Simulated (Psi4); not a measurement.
# BSiH3Cl2O (SMILES [SiH3]OB(Cl)Cl): a chain of runs, part 3 of 3

Psi4 1.11.

## 4. Vibrational wavenumbers at PBE0-D4/def2-TZVP (density fitting) (run 3)

bcl2h3osi.in

```
memory 4400 mb

molecule mol {
  0 1
  Si
  O 1 1.668417
  B 2 1.332493 1 132.9265
  Cl 3 1.764285 2 121.17479 1 -0.40237
  Cl 3 1.749992 2 119.98663 1 179.59365
  H 1 1.478508 2 105.71193 3 -179.39002
  H 1 1.481256 6 110.7438 2 118.44133
  H 1 1.481286 6 110.78899 7 123.17062
  symmetry c1
}

set {
  basis def2-TZVP
  reference rks
  scf_type df
  rotational_symmetry_number 1
}

E, wfn = frequencies("pbe0-d4", return_wfn=True)
```

Started as:

```bash
$ psi4 -n 2 bcl2h3osi.in bcl2h3osi.out
```

bcl2h3osi.out (excerpt; [...] marks lines left out):

```text
[...]
  Running in c1 symmetry.
[...]
  Nuclear repulsion =  321.720990553851777
[...]
  Multiplicity = 1
[...]
  Nalpha       = 32
  Nbeta        = 32
[...]
    Number of basis functions: 191
[...]
   @DF-RKS iter   1: -1311.27442576598060   -1.90126e-01   4.16232e-03 ADIIS/DIIS
[...]
   @DF-RKS iter  12: -1311.48636766342361   -2.95586e-12   2.39614e-09 DIIS
[...]
  @DF-RKS Final Energy: -1311.48636766342361
   => Energetics <=
    Nuclear Repulsion Energy =            321.7209751530646145
    One-Electron Energy =               -2451.9308225111012689
    Two-Electron Energy =                 887.3361964088683180
    DFT Exchange-Correlation Energy =     -68.6056609195236717
    Empirical Dispersion Energy =          -0.0070557947315014
    VV10 Nonlocal Energy =                  0.0000000000000000
    Total Energy =                      -1311.4863676634236072
[...]
  ==> Harmonic Vibrational Analysis <==
[...]
  Freq [cm^-1]                 76.0229             96.5987             106.5374
[...]
  Freq [cm^-1]                 247.0125            347.1678            511.6918
[...]
  Freq [cm^-1]                 526.4854            719.2910            728.2321
[...]
  Freq [cm^-1]                 846.6305            940.8502            954.4261
[...]
```

The script printed:

```text
Warning: used thermodynamics relations inappropriate for low-frequency modes: ['76.0229' '96.5987' '106.5374' '247.0125' '347.1678' '511.6918'
 '526.4854']
```

Wall time 9.1 min (2 threads of Intel Xeon Platinum 8259CL at 2.50GHz (Skylake/Cascade Lake), shared host); peak memory 1.3 GiB.

Runs 4 to 9 aren't shown in full; the table further down has their settings and results.

## 5. The energy at MP2/def2-QZVPP (density fitting, density fitting for correlation) (run 10)

input.dat

```
memory 4400 MB

molecule mol {
  0 1
  Si
  O 1 1.668417
  B 2 1.332493 1 132.9265
  Cl 3 1.764285 2 121.17479 1 -0.40237
  Cl 3 1.749992 2 119.98663 1 179.59365
  H 1 1.478508 2 105.71193 3 -179.39002
  H 1 1.481256 6 110.7438 2 118.44133
  H 1 1.481286 6 110.78899 7 123.17062
  units angstrom
  symmetry c1
}

set globals {
  basis def2-QZVPP
  reference rhf
  scf_type df
  num_frozen_docc 17
}

energy_value = energy("mp2")
print_variables()
```

Started as:

```bash
$ psi4 -i input.dat -o output.dat -n 2
```

output.dat (excerpt; [...] marks lines left out):

```text
[...]
  Running in c1 symmetry.
[...]
  Nuclear repulsion =  321.720990553851834
[...]
  Multiplicity = 1
[...]
  Nalpha       = 32
  Nbeta        = 32
[...]
    Number of basis functions: 414
[...]
   @DF-RHF iter   1: -1309.42034786565955   -6.04281e-01   1.30373e-03 ADIIS/DIIS
[...]
   @DF-RHF iter  11: -1309.53041736995169   -6.00267e-11   4.97910e-09 DIIS
[...]
  @DF-RHF Final Energy: -1309.53041736995169
   => Energetics <=
    Nuclear Repulsion Energy =            321.7209905538518342
    One-Electron Energy =               -2451.2418738669598497
    Two-Electron Energy =                 819.9904659431565506
    Total Energy =                      -1309.5304173699516923
[...]
```

Wall time 16 s (2 threads of Intel Xeon Platinum 8259CL at 2.50GHz (Skylake/Cascade Lake), shared host); peak memory 1.6 GiB.

## 6. All runs side by side

| run | level | geom maxiter | max force g convergence | energy (Eh) | dipole moment (D) | HOMO energy (eV) | LUMO energy (eV) | wall time |
| --- | --- | --- | --- | --- | --- | --- | --- | --- |
| 1 | PBE-D4/def2-SVP (density fitting) | 60 | 0.0005 | -1310.836726 | 2.04 | -7.22 | -1.17 | 52 s |
| 2 | PBE0-D4/def2-TZVP (density fitting) | 50 | 0.0002 | -1311.486368 | 1.74 | -9.00 | -0.59 | 2.9 min |
| 3 | PBE0-D4/def2-TZVP (density fitting) | – | – | -1311.486368 | 1.74 | – | – | 9.1 min |
| 4 | PBE-D4/def2-TZVPP (density fitting) | – | – | -1311.376604 | 1.67 | -7.54 | -1.58 | 22 s |
| 5 | r2SCAN-D4/def2-TZVPP (density fitting) | – | – | -1311.885758 | 1.70 | -7.92 | -1.25 | 58 s |
| 6 | B3LYP-D4/def2-TZVPP (density fitting) | – | – | -1312.092047 | 1.72 | -8.70 | -0.79 | 20 s |
| 7 | PBE0-D4/def2-TZVPP (density fitting) | – | – | -1311.486861 | 1.74 | -9.00 | -0.59 | 22 s |
| 8 | wB97M-V/def2-TZVPP (density fitting) | – | – | -1311.925382 | 1.70 | -11.34 | 1.45 | 77 s |
| 9 | CCSD(T)/def2-TZVPP (density fitting, density fitting for correlation) | – | – | -1310.407241 | – | -12.38 | 2.78 | 9.6 min |
| 10 | MP2/def2-QZVPP (density fitting, density fitting for correlation) | – | – | -1310.431502 | – | -12.40 | 2.23 | 16 s |

## 7. Summary of results

The summary covers parts 1 to 3.

| quantity | value |
| --- | --- |
| run 10, MP2/def2-QZVPP: total energy | -1310.43150 Eh |
| run 10, MP2/def2-QZVPP: HOMO energy (Hartree–Fock orbitals) | -12.40 eV |
| run 10, MP2/def2-QZVPP: LUMO energy (Hartree–Fock orbitals) | 2.23 eV |
| run 10, MP2/def2-QZVPP: HOMO–LUMO gap (Hartree–Fock orbitals) | 14.63 eV |
| run 10, MP2/def2-QZVPP: correlation energy (17 core orbitals frozen) | -901.1 mEh |

**Reading.** Over runs 3, 4, 5, 6, 7, 8 the dipole moment (its size) runs from 1.67 D (PBE-D4/def2-TZVPP) to 1.74 D (PBE0-D4/def2-TZVPP). Over runs 4, 5, 6, 7, 8 the HOMO–LUMO gap runs from 5.96 eV (PBE-D4/def2-TZVPP) to 12.79 eV (wB97M-V/def2-TZVPP). Totals of different functionals can't be ranked against each other. All runs together took 26 min, the longest 9.6 min.
